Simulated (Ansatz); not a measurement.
# Si3Ge2H12: how energies converge with the basis set

How large a basis does Si3Ge2H12 need? Two functionals are run in growing sets.

Method: one geometry, several basis sets; program: Ansatz 0.2.0, Gaussian basis.

Levels to be run: PBE0-D4/def2-SVP; ωB97M-V/def2-SVP; PBE0-D4/def2-QZVPP; ωB97M-V/def2-QZVPP; the functionals' def2-TZVPP values are taken from earlier runs.

### Step 1. Structure used throughout

All runs share one geometry, relaxed beforehand with PBE0-D4 in a triple-zeta def2 set.

SMILES `[SiH3][SiH2][GeH2][SiH2][GeH3]`, 17 atoms, charge 0, spin multiplicity 1.

Atoms are counted from 1 here; the program's logs count them from 0.

Bond lengths: Si1–Si2 2.337 Å, Si1–H6 1.488 Å, Si1–H7 1.488 Å, Si1–H8 1.488 Å, Si2–Ge3 2.382 Å, Si2–H9 1.489 Å, Si2–H10 1.490 Å, Ge3–Si4 2.381 Å, Ge3–H11 1.541 Å, Ge3–H12 1.541 Å, Si4–Ge5 2.379 Å, Si4–H13 1.489 Å, Si4–H14 1.489 Å, Ge5–H15 1.538 Å, Ge5–H16 1.538 Å, Ge5–H17 1.538 Å. Angles: Si2–Si1–H6 109.8°, Si2–Si1–H7 111.6°, Si2–Si1–H8 109.4°, H6–Si1–H7 108.8°, H6–Si1–H8 108.4°, H7–Si1–H8 108.8°, Si1–Si2–Ge3 109.4°, Si1–Si2–H9 110.4°, Si1–Si2–H10 109.4°, Ge3–Si2–H9 110.8°, Ge3–Si2–H10 108.4°, H9–Si2–H10 108.3°, Si2–Ge3–Si4 108.7°, Si2–Ge3–H11 110.2°, Si2–Ge3–H12 110.0°, Si4–Ge3–H11 109.6°, Si4–Ge3–H12 110.4°, H11–Ge3–H12 108.0° and more.

As a file:

```
Si    0.1334    2.6498    0.2823
Si   -1.1025    1.2368   -1.1097
Ge    0.2646   -0.5881   -1.7988
Si    1.2497   -1.5745    0.1316
Ge   -0.4280   -1.9487    1.7763
H     1.3054    3.1881   -0.4602
H    -0.6877    3.7888    0.7741
H     0.6317    1.8782    1.4534
H    -1.6168    1.9877   -2.2886
H    -2.2675    0.6936   -0.3567
H    -0.5843   -1.6381   -2.5406
H     1.3578   -0.0921   -2.7642
H     1.9214   -2.8586   -0.2108
H     2.2730   -0.6431    0.6822
H     0.1477   -2.6342    3.0267
H    -1.5451   -2.8371    1.2026
H    -1.0529   -0.6084    2.2004
```

### Step 2. PBE0-D4 in def2-SVP

in.yaml

```yaml
crystal:
  periodic: [false, false, false]
  atoms:
    - {symbol: Si, position_ang: [0.133448, 2.649765, 0.282286]}
    - {symbol: Si, position_ang: [-1.102506, 1.236802, -1.109737]}
    - {symbol: Ge, position_ang: [0.264572, -0.588124, -1.798750]}
    - {symbol: Si, position_ang: [1.249739, -1.574502, 0.131647]}
    - {symbol: Ge, position_ang: [-0.428043, -1.948725, 1.776306]}
    - {symbol: H, position_ang: [1.305407, 3.188139, -0.460155]}
    - {symbol: H, position_ang: [-0.687695, 3.788836, 0.774104]}
    - {symbol: H, position_ang: [0.631712, 1.878247, 1.453408]}
    - {symbol: H, position_ang: [-1.616805, 1.987697, -2.288590]}
    - {symbol: H, position_ang: [-2.267457, 0.693577, -0.356695]}
    - {symbol: H, position_ang: [-0.584343, -1.638145, -2.540579]}
    - {symbol: H, position_ang: [1.357848, -0.092150, -2.764209]}
    - {symbol: H, position_ang: [1.921397, -2.858622, -0.210841]}
    - {symbol: H, position_ang: [2.273010, -0.643125, 0.682158]}
    - {symbol: H, position_ang: [0.147727, -2.634199, 3.026681]}
    - {symbol: H, position_ang: [-1.545079, -2.837091, 1.202551]}
    - {symbol: H, position_ang: [-1.052943, -0.608388, 2.200405]}
basis:
  gaussian: {orbitals: def2-SVP}
hamiltonian: {xc: pbe0, dispersion: d4}
output: {orbitals: {seedname: orbitals}}
```

Launch:

```sh
$ ansatz run in.yaml --threads 4 --pin off --events-out ev --progress --plain --max-ram 66560MiB --backend cpu
```

The runs that follow: ωB97M-V in def2-SVP; PBE0-D4 in def2-QZVPP; ωB97M-V in def2-QZVPP.

**Question.** What will the summary of the whole plan be? Wanted: PBE0-D4: double and triple zeta above quadruple; ωB97M-V: double and triple zeta above quadruple.

As calculated:

```
                                       quantity           value
PBE0-D4: double and triple zeta above quadruple  25.77, 3.23 eV
ωB97M-V: double and triple zeta above quadruple  25.77, 3.13 eV
```

In words: For PBE0-D4 the step from double to triple zeta gains 22.54 eV and the next only 3.23 eV. Total energies overstate the basis error of differences, where much of it tends to cancel. The LUMO of ωB97M-V is positive and keeps falling with the basis (1.67 to 1.01 eV): an unbound level that the basis holds in place.
